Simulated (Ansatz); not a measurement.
# FGaH4O2Si: a ladder of functionals and wavefunction methods, part 2 of 2

Ansatz 0.2.0, Gaussian basis; functionals in def2-TZVPP, the program's frozen cores in correlated methods. The steps go on from the part before.

**15. LC-ωPBE (range-separated)**

File in.yaml:

```yaml
crystal:
  periodic: [false, false, false]
  atoms:
    - {symbol: O, position_ang: [-1.471610, 0.589121, 1.205624]}
    - {symbol: Ga, position_ang: [-0.465955, 2.078344, 1.644796]}
    - {symbol: Si, position_ang: [1.057315, -0.517322, -0.884700]}
    - {symbol: O, position_ang: [-0.109879, -1.315884, -0.110243]}
    - {symbol: F, position_ang: [0.583658, 0.039379, -2.306527]}
    - {symbol: H, position_ang: [-2.427829, 0.551832, 1.283716]}
    - {symbol: H, position_ang: [1.461950, 0.698881, -0.113315]}
    - {symbol: H, position_ang: [2.193099, -1.427885, -1.128489]}
    - {symbol: H, position_ang: [-0.732049, -0.742765, 0.391936]}
basis:
  gaussian: {orbitals: def2-TZVPP}
hamiltonian: {xc: {name: LC-wPBE}}
output: {orbitals: {seedname: orbitals}}
```

The run is started by

```sh
ansatz run in.yaml --threads 4 --pin off --events-out ev --progress --plain --max-ram 10444MiB
```

Log, cut to the lines that bear on the results:

```text
Functional definition: LC-wPBE
  name "LC-wPBE"
  cite "Vydrov & Scuseria, J. Chem. Phys. 125, 234109 (2006) doi:10.1063/1.2409292"
  cite "Heyd & Scuseria, J. Chem. Phys. 120, 7274 (2004) doi:10.1063/1.1668634"
  cite "Ernzerhof & Perdew, J. Chem. Phys. 109, 3313 (1998) doi:10.1063/1.476928"
  cite "Perdew, Burke & Ernzerhof, Phys. Rev. Lett. 77, 3865 (1996) doi:10.1103/PhysRevLett.77.3865"
  parent pbe
[...]
1350 factors; their error is unknown
415 factors; integrals over basis functions are off by at most 2.2e-5 eV
[...]
mean field -67125.95955925 eV, -2466.8335141928 hartree, gradient 4.3e-5 eV, S^2 0.000000; 0 other end points of the search recorded, 0 dependent functions left out
reference -67125.95955925 eV, -2466.8335141930 hartree; 37, 37 occupied and 202, 202 virtual orbitals, 1350 factors
Total energy: -67125.95955925 eV, -2466.8335141930 hartree
```

It took 2 s on 4 threads, shared host.

With the free atoms at this level, -67093.748 eV in sum, the atomisation energy is 742.8 kcal/mol. HOMO -10.13 eV, LUMO 0.40 eV.

**16. ωB97X-V (range-separated)**

Changes to in.yaml since step 15:

```diff
@@ -14,3 +14,3 @@
   gaussian: {orbitals: def2-TZVPP}
-hamiltonian: {xc: {name: LC-wPBE}}
+hamiltonian: {xc: {name: wB97X-V}}
 output: {orbitals: {seedname: orbitals}}
```

Same command.

Log, cut to the lines that bear on the results:

```text
Functional definition: wB97X-V
  name "wB97X-V"
  cite "Mardirossian & Head-Gordon, Phys. Chem. Chem. Phys. 16, 9904 (2014) doi:10.1039/C3CP54374A"
  cite "Becke, J. Chem. Phys. 107, 8554 (1997) doi:10.1063/1.475007"
  cite "Vydrov & Van Voorhis, J. Chem. Phys. 133, 244103 (2010) doi:10.1063/1.3521275"
[...]
      + integral(e_c_pw_opposite_spin*poly(b97_u_opposite, cos0, cos1)) + vv10(b, c)
1388 factors; their error is unknown
298 factors; integrals over basis functions are off by at most 9.5e-6 eV
[...]
mean field -67130.85317786 eV, -2467.0133513599 hartree, gradient 3.2e-5 eV, S^2 0.000000; 0 other end points of the search recorded, 0 dependent functions left out
reference -67130.85317583 eV, -2467.0133512853 hartree; 37, 37 occupied and 202, 202 virtual orbitals, 1388 factors
Total energy: -67130.85317583 eV, -2467.0133512853 hartree
```

It took 4.4 s on 4 threads, shared host; peak memory 0.82 GiB.

Atomisation energy: 753.6 kcal/mol (free atoms -67098.172 eV, run apart). HOMO -9.82 eV, LUMO 0.30 eV.

**17. ωB97M-V (range-separated)**

Changes to in.yaml since step 16:

```diff
@@ -14,3 +14,3 @@
   gaussian: {orbitals: def2-TZVPP}
-hamiltonian: {xc: {name: wB97X-V}}
-output: {orbitals: {seedname: orbitals}}
+hamiltonian: {xc: {name: wB97M-V}}
+output: {forces: true, orbitals: {seedname: orbitals}}
```

Launched as before.

Log, cut to the lines that bear on the results:

```text
Functional definition: wB97M-V
  name "wB97M-V"
  cite "Mardirossian & Head-Gordon, J. Chem. Phys. 144, 214110 (2016) doi:10.1063/1.4952647"
  cite "Becke, J. Chem. Phys. 107, 8554 (1997) doi:10.1063/1.475007"
  cite "Vydrov & Van Voorhis, J. Chem. Phys. 133, 244103 (2010) doi:10.1063/1.3521275"
  # Of w^i u^j: cxij and so on, Table III.
[...]
  gx(w, u) = 1 - cx + cx01*u + cx10*w
  gss(w, u) = css00 + css04*u^4 + css10*w + css20*w^2 + css43*w^4*u^3
  gos(w, u) = cos00 + cos10*w + (cos20 + cos21*u)*w^2 + (cos60 + cos61*u)*w^6
[...]
      + integral(e_c_pw_mod_opposite_spin*gos(b97_w_opposite, b97_u_opposite)) + vv10(b, c)
1388 factors; their error is unknown
298 factors; integrals over basis functions are off by at most 9.5e-6 eV
[...]
Total energy: -67134.15727572 eV, -2467.1347747167 hartree
Atom 0 at    -1.471610     0.589121     1.205624 Å, force    -0.084497     0.033311     0.019485 eV/Å
Atom 1 at    -0.465955     2.078344     1.644796 Å, force     0.019963     0.054240     0.030447 eV/Å
Atom 2 at     1.057315    -0.517322    -0.884700 Å, force     0.299893    -0.005295     0.116046 eV/Å
Atom 3 at    -0.109879    -1.315884    -0.110243 Å, force    -0.121268     0.041357     0.099036 eV/Å
Atom 4 at     0.583658     0.039379    -2.306527 Å, force    -0.038096     0.049673    -0.113815 eV/Å
Atom 5 at    -2.427829     0.551832     1.283716 Å, force     0.035190    -0.015174    -0.008465 eV/Å
Atom 6 at     1.461950     0.698881    -0.113315 Å, force    -0.048563    -0.146493    -0.093348 eV/Å
Atom 7 at     2.193099    -1.427885    -1.128489 Å, force    -0.142992     0.119262     0.029969 eV/Å
Atom 8 at    -0.732049    -0.742765     0.391936 Å, force     0.080369    -0.130879    -0.079355 eV/Å
Dipole moment:    -0.284280     0.520958     0.548590 e Å
```

Run time: 6 s. Hardware: 4 threads, shared host; peak memory 0.93 GiB.

With the free atoms at this level, -67101.457 eV in sum, the atomisation energy is 754.1 kcal/mol. HOMO -9.79 eV, LUMO 0.14 eV.

**18. B2PLYP (double hybrid)**

Changes to in.yaml since step 17:

```diff
@@ -14,3 +14,2 @@
   gaussian: {orbitals: def2-TZVPP}
-hamiltonian: {xc: {name: wB97M-V}}
-output: {forces: true, orbitals: {seedname: orbitals}}
+hamiltonian: {xc: {name: B2PLYP}}
```

Launched as before.

Log, cut to the lines that bear on the results:

```text
Functional definition: B2PLYP
  name "B2PLYP"
  cite "Grimme, J. Chem. Phys. 124, 034108 (2006) doi:10.1063/1.2148954"
  cite "Becke, Phys. Rev. A 38, 3098 (1988) doi:10.1103/PhysRevA.38.3098"
  cite "Lee, Yang & Parr, Phys. Rev. B 37, 785 (1988) doi:10.1103/PhysRevB.37.785"
[...]
1488 factors; integrals over basis functions are off by at most 7.6e-4 eV
[...]
mean field -67112.81843301 eV, -2466.3505867108 hartree, gradient 7.0e-6 eV, S^2 0.000000; 0 other end points of the search recorded, 0 dependent functions left out
17 core orbitals not correlated: weight in the atoms' cores, before any rotation towards them, 1.000 or more for the frozen orbitals, at most 0.000 for the correlated occupied ones
reference -67112.81859649 eV, -2466.3505927187 hartree; 20, 20 occupied and 202, 202 virtual orbitals, 1488 factors
second order -35.20892383 eV of doubles, -0.00000000 eV of singles
Total energy: -67122.32500592 eV, -2466.6999468217 hartree
```

It took 3.3 s on 4 threads, shared host; peak memory 0.64 GiB.

Atomisation energy: 745.2 kcal/mol (free atoms -67090.011 eV, run apart).

**19. PBE-QIDH (double hybrid)**

Changes to in.yaml since step 18:

```diff
@@ -14,2 +14,2 @@
   gaussian: {orbitals: def2-TZVPP}
-hamiltonian: {xc: {name: B2PLYP}}
+hamiltonian: {xc: {name: PBE-QIDH}}
```

Launched as before.

Log, cut to the lines that bear on the results:

```text
Functional definition: PBE-QIDH
  name "PBE-QIDH"
  cite "Brémond, Sancho-García, Pérez-Jiménez & Adamo, J. Chem. Phys. 141, 031101 (2014) doi:10.1063/1.4890314"
  cite "Perdew, Burke & Ernzerhof, Phys. Rev. Lett. 77, 3865 (1996) doi:10.1103/PhysRevLett.77.3865"
[...]
1488 factors; integrals over basis functions are off by at most 7.6e-4 eV
[...]
mean field -67098.83906968 eV, -2465.8368545841 hartree, gradient 1.4e-6 eV, S^2 0.000000; 0 other end points of the search recorded, 0 dependent functions left out
17 core orbitals not correlated: weight in the atoms' cores, before any rotation towards them, 1.000 or more for the frozen orbitals, at most 0.000 for the correlated occupied ones
reference -67098.83908183 eV, -2465.8368550306 hartree; 20, 20 occupied and 202, 202 virtual orbitals, 1488 factors
second order -32.67797040 eV of doubles, -0.00000000 eV of singles
Total energy: -67109.73173863 eV, -2466.2371527847 hartree
```

Run time: 3.5 s. Hardware: 4 threads, shared host; peak memory 0.65 GiB.

With the free atoms at this level, -67077.715 eV in sum, the atomisation energy is 738.3 kcal/mol.

**20. Orbital energies across the functionals**

Dipoles come from the runs that computed forces. Levels are read from the orbital files that the runs wrote:

| functional | HOMO (eV) | LUMO (eV) | gap (eV) | dipole (D) |
| --- | --- | --- | --- | --- |
| LDA (SPW92) | -6.81 | -2.58 | 4.23 |  |
| PBE-D4 | -6.57 | -2.33 | 4.24 | 3.73 |
| revPBE-D4 | -6.48 | -2.22 | 4.26 |  |
| BLYP-D4 | -6.49 | -2.26 | 4.23 |  |
| r2SCAN-D4 | -6.83 | -2.17 | 4.66 | 3.72 |
| B97M-V | -6.66 | -2.21 | 4.45 |  |
| PBE0-D4 | -7.61 | -1.60 | 6.01 |  |
| B3LYP-D4 | -7.50 | -1.83 | 5.66 | 3.89 |
| r2SCANh-D4 | -7.23 | -1.90 | 5.32 |  |
| r2SCAN0-D4 | -7.80 | -1.51 | 6.29 |  |
| HSE06-D4 | -7.21 | -1.96 | 5.24 |  |
| BHLYP-D4 | -8.57 | -0.87 | 7.70 |  |
| CAM-B3LYP-D4 | -8.96 | -0.68 | 8.28 |  |
| LC-ωPBE | -10.13 | 0.40 | 10.53 |  |
| ωB97X-V | -9.82 | 0.30 | 10.12 |  |
| ωB97M-V | -9.79 | 0.14 | 9.93 | 3.88 |

**21. CCSD(T) in def2-SVP**

Changes to in.yaml since step 19:

```diff
@@ -13,3 +13,3 @@
 basis:
-  gaussian: {orbitals: def2-TZVPP}
-hamiltonian: {xc: {name: PBE-QIDH}}
+  gaussian: {orbitals: def2-SVP}
+correlation: {method: ccsd_t}
```

Launched as before.

Log, cut to the lines that bear on the results:

```text
Functional definition: HF
  name "HF"
  cite "Fock, Z. Phys. 61, 126 (1930) doi:10.1007/BF01340294"
  parent pbe
[...]
1076 factors; integrals over basis functions are off by at most 1.0e-3 eV
[...]
mean field -67029.19085010 eV, -2463.2773297240 hartree, gradient 3.6e-6 eV, S^2 0.000000; 0 other end points of the search recorded, 0 dependent functions left out
17 core orbitals not correlated: weight in the atoms' cores, before any rotation towards them, 1.000 or more for the frozen orbitals, at most 0.000 for the correlated occupied ones
reference -67029.19085010 eV, -2463.2773297240 hartree; 20, 20 occupied and 75, 75 virtual orbitals, 1076 factors
second order -23.45785264 eV of doubles, -0.00000000 eV of singles
cycle   1  -23.22141926 eV  change    2.4e-1 eV  update   1.3e-1
[...]
cycle  10  -24.04995712 eV  change   -3.2e-5 eV  update   1.5e-5
perturbative correction -0.55611121 eV, -0.0204367101 hartree
Total energy: -67053.79691843 eV, -2464.1815860564 hartree
```

It took 4.3 s on 4 threads, shared host; peak memory 0.56 GiB.

**22. CCSD(T) in def2-TZVPP**

Changes to in.yaml since step 21:

```diff
@@ -13,3 +13,4 @@
 basis:
-  gaussian: {orbitals: def2-SVP}
+  gaussian: {orbitals: def2-TZVPP}
 correlation: {method: ccsd_t}
+output: {orbitals: {seedname: orbitals}}
```

The command is unchanged.

Log, cut to the lines that bear on the results:

```text
Functional definition: HF
  name "HF"
  cite "Fock, Z. Phys. 61, 126 (1930) doi:10.1007/BF01340294"
  parent pbe
[...]
1488 factors; integrals over basis functions are off by at most 7.6e-4 eV
[...]
mean field -67047.91296410 eV, -2463.9653547231 hartree, gradient 1.1e-6 eV, S^2 0.000000; 0 other end points of the search recorded, 0 dependent functions left out
17 core orbitals not correlated: weight in the atoms' cores, before any rotation towards them, 1.000 or more for the frozen orbitals, at most 0.000 for the correlated occupied ones
reference -67047.91296410 eV, -2463.9653547231 hartree; 20, 20 occupied and 202, 202 virtual orbitals, 1488 factors
second order -29.15826872 eV of doubles, -0.00000000 eV of singles
cycle   1  -28.65085465 eV  change    5.1e-1 eV  update   1.3e-1
[...]
cycle  10  -29.58099934 eV  change   -3.1e-5 eV  update   1.7e-5
perturbative correction -1.03722200 eV, -0.0381172053 hartree
Total energy: -67078.53118544 eV, -2465.0905536034 hartree
```

It took 49 s on 4 threads, shared host; peak memory 5.1 GiB.

**23. MP2 in def2-QZVPP**

Changes to in.yaml since step 22:

```diff
@@ -13,4 +13,3 @@
 basis:
-  gaussian: {orbitals: def2-TZVPP}
-correlation: {method: ccsd_t}
-output: {orbitals: {seedname: orbitals}}
+  gaussian: {orbitals: "def2-QZVPP.json"}
+correlation: {method: mp2}
```

Same command.

Log:

```text
Functional definition: HF
  name "HF"
  cite "Fock, Z. Phys. 61, 126 (1930) doi:10.1007/BF01340294"
  parent pbe
  exchange = exact_x
  correlation = 0
2800 factors; integrals over basis functions are off by at most 1.1e-3 eV
mean field evaluation 1: about -67043.2868 eV, gradient 5.8e1 eV
mean field evaluation 2: about -67043.4022 eV, gradient 5.8e1 eV
mean field evaluation 4: about -67049.5253 eV, gradient 4.0e0 eV
mean field evaluation 8: about -67049.5978 eV, gradient 4.8e-1 eV
mean field -67049.59880424 eV, -2464.0273082053 hartree, gradient 1.4e-6 eV, S^2 0.000000; 0 other end points of the search recorded, 0 dependent functions left out
17 core orbitals not correlated: weight in the atoms' cores, before any rotation towards them, 1.000 or more for the frozen orbitals, at most 0.000 for the correlated occupied ones
reference -67049.59880424 eV, -2464.0273082053 hartree; 20, 20 occupied and 413, 413 virtual orbitals, 2800 factors
second order -37.97016327 eV of doubles, -0.00000000 eV of singles
Total energy: -67087.56896751 eV, -2465.4226859684 hartree
```

It took 13 s on 4 threads, shared host; peak memory 2.5 GiB.

The pieces so far (eV):

| basis | HF | MP2 correlation | CCSD correlation | (T) | total |
| --- | --- | --- | --- | --- | --- |
| def2-SVP | -67029.1909 | -23.4579 | -24.0500 | -0.5561 | -67053.7969 |
| def2-TZVPP | -67047.9130 | -29.1583 | -29.5810 | -1.0372 | -67078.5312 |
| def2-QZVPP | -67049.5988 | -37.9702 |  |  | -67087.5690 (MP2) |

The report of the def2-TZVPP run gives T1 = 0.0139.

**24. The basis-set limit**

No new run: Hartree-Fock is extrapolated as exp(−7.88√X) and correlation as X^−2.97, with X = 3 and 4; only MP2 was run in the larger set, so CCSD(T) minus MP2 is added from the smaller one.

| level | energy at the limit (eV) |
| --- | --- |
| HF | -67049.8310 |
| MP2 | -67094.3285 |
| CCSD | -67094.7512 |
| CCSD(T) | -67095.7884 |

This is no true limit for total energies: MP2 correlation changes by a factor of 1.30 from triple to quadruple zeta (about 1.07 in light molecules), because outer-core shells are correlated in sets not made for them. Much of that cancels between molecule and atoms or ions.

**25. RPA on PBE orbitals**

Changes to in.yaml since step 23:

```diff
@@ -13,3 +13,4 @@
 basis:
-  gaussian: {orbitals: "def2-QZVPP.json"}
-correlation: {method: mp2}
+  gaussian: {orbitals: def2-TZVPP}
+hamiltonian: {xc: pbe}
+correlation: {method: rpa}
```

Same command.

Log, cut to the lines that bear on the results:

```text
Functional definition: PBE
  name "PBE"
  cite "Perdew, Burke & Ernzerhof, Phys. Rev. Lett. 77, 3865 (1996) doi:10.1103/PhysRevLett.77.3865"
  parent pbe
[...]
1488 factors; integrals over basis functions are off by at most 7.6e-4 eV
[...]
mean field -67120.35070408 eV, -2466.6273925672 hartree, gradient 4.5e-6 eV, S^2 0.000000; 0 other end points of the search recorded, 0 dependent functions left out
17 core orbitals not correlated: weight in the atoms' cores, before any rotation towards them, 1.000 or more for the frozen orbitals, at most 0.000 for the correlated occupied ones
reference -67045.65691882 eV, -2463.8824465882 hartree; 20, 20 occupied and 202, 202 virtual orbitals, 1488 factors
Total energy: -67090.85908460 eV, -2465.5435955414 hartree
```

Run time: 3 s. Hardware: 4 threads, shared host; peak memory 0.6 GiB.

RPA correlation: -45.202 eV. No RPA run of the hydrogen atom was made, so RPA has no atomisation energy below.

**26. The ladder**

Free atoms (2 O, 1 Ga, 1 Si, 1 F, 4 H) were run apart at each level; the atomisation energy is their sum less the molecule, without zero-point or spin-orbit terms.

Differences are taken before rounding.

| method | rung | atoms, summed (eV) | atomisation energy (kcal/mol) | from CCSD(T)/CBS (kcal/mol) | time |
| --- | --- | --- | --- | --- | --- |
| LDA (SPW92) | LDA | -66940.967 | 864.4 | +103.7 | 0.8 s |
| PBE-D4 | GGA | -67087.631 | 759.2 | -1.5 | 1.4 s |
| revPBE-D4 | GGA | -67100.006 | 737.6 | -23.1 | 1.2 s |
| BLYP-D4 | GGA | -67108.335 | 754.5 | -6.3 | 1.3 s |
| r2SCAN-D4 | meta-GGA | -67102.611 | 752.2 | -8.5 | 2.5 s |
| B97M-V | meta-GGA | -67092.392 | 751.0 | -9.7 | 3.7 s |
| PBE0-D4 | hybrid | -67090.193 | 738.6 | -22.1 | 1.9 s |
| B3LYP-D4 | hybrid | -67109.388 | 749.9 | -10.8 | 2.6 s |
| r2SCANh-D4 | hybrid | -67102.190 | 744.4 | -16.3 | 2.8 s |
| r2SCAN0-D4 | hybrid | -67101.587 | 733.2 | -27.5 | 3 s |
| HSE06-D4 | hybrid | -67089.678 | 739.1 | -21.6 | 2.2 s |
| BHLYP-D4 | hybrid | -67104.805 | 721.8 | -38.9 | 2.1 s |
| CAM-B3LYP-D4 | range-separated | -67108.467 | 756.8 | -3.9 | 2.8 s |
| LC-ωPBE | range-separated | -67093.748 | 742.8 | -17.9 | 2 s |
| ωB97X-V | range-separated | -67098.172 | 753.6 | -7.1 | 4.4 s |
| ωB97M-V | range-separated | -67101.457 | 754.1 | -6.6 | 6 s |
| B2PLYP | double hybrid | -67090.011 | 745.2 | -15.5 | 3.3 s |
| PBE-QIDH | double hybrid | -67077.715 | 738.3 | -22.4 | 3.5 s |
| HF/def2-TZVPP | wavefunction | -67024.818 | 532.6 | -228.1 |  |
| MP2/def2-TZVPP | wavefunction | -67044.253 | 756.8 | -3.9 |  |
| CCSD/def2-TZVPP | wavefunction | -67046.089 | 724.2 | -36.5 |  |
| CCSD(T)/def2-SVP | wavefunction | -67023.725 | 693.5 | -67.2 | 4.3 s |
| CCSD(T)/def2-TZVPP | wavefunction | -67046.607 | 736.2 | -24.5 | 49 s |
| MP2/CBS | wavefunction | -67060.447 | 781.3 | +20.6 |  |
| CCSD(T)/CBS | wavefunction | -67062.801 | 760.7 | 0 | 62 s |

Among the levels timed on like hardware and quicker than the yardstick, those that no quicker one beats, quickest first: LDA (SPW92) (0.8 s, +103.7 kcal/mol); revPBE-D4 (1.2 s, -23.1 kcal/mol); BLYP-D4 (1.3 s, -6.3 kcal/mol); PBE-D4 (1.4 s, -1.5 kcal/mol).

LDA (SPW92), LC-ωPBE, B2PLYP, PBE-QIDH carry no dispersion term (for B3LYP, D4 adds 7.6 kcal/mol).

Times are those of the molecule's run; HF, MP2 and CCSD come out of the CCSD(T) runs, and the limit's time is the sum of the runs that it needs.

**27. Results**

This closing draws on all 2 parts.

| quantity | value |
| --- | --- |
| atomisation energy, CCSD(T)/CBS | 760.7 kcal/mol |
| functionals within 7.6 kcal/mol (1.0 %) | PBE-D4, BLYP-D4, CAM-B3LYP-D4, ωB97X-V, ωB97M-V |
| farthest beyond LDA | BHLYP-D4 (-38.9 kcal/mol) |
| mean size of error, GGA | 10.3 kcal/mol |
| mean size of error, meta-GGA | 9.1 kcal/mol |
| mean size of error, hybrid | 22.9 kcal/mol |
| mean size of error, range-separated | 8.9 kcal/mol |
| mean size of error, double hybrid | 19.0 kcal/mol |
| gap, smallest and largest | 4.23 eV (LDA (SPW92)), 10.53 eV (LC-ωPBE) |
| T1 diagnostic | 0.0139 |
| triples share of the correlation energy | 3.4 % |

In words: LDA overbinds by 103.7 kcal/mol (14 %). PBE-D4 is off by -1.5 kcal/mol. Double hybrids carry the basis error of their MP2 part in triple zeta, and no dispersion term here, so their miss is partly the set-up's. By mean error the best rung here is range-separated (8.9 kcal/mol) and the worst beyond LDA is hybrid (22.9 kcal/mol). The gap between the best rungs is small, so their order is not settled. The mean of the hybrids holds BHLYP, with half exact exchange. The reference freezes the cores and leaves out relativity and excitations past (T), and its outer-core shells are covered unevenly, so misses under about 7.6 kcal/mol can't be ranked. Hartree-Fock recovers 70 % of the binding; the rest is correlation. CCSD(T) in def2-SVP is off by -67.2 kcal/mol, so the small basis spoils what the method gains. Orbital gaps span 4.2 to 10.5 eV; exact exchange widens them. Correlated methods include outer-core shells of Ga, which these sets cover unevenly.

For cost: PBE-D4 gets within 1.5 kcal/mol in 1.4 s, where CCSD(T)/CBS took 62 s; the quickest level in the cost chart, LDA (SPW92), takes 0.8 s and misses by 103.7 kcal/mol.
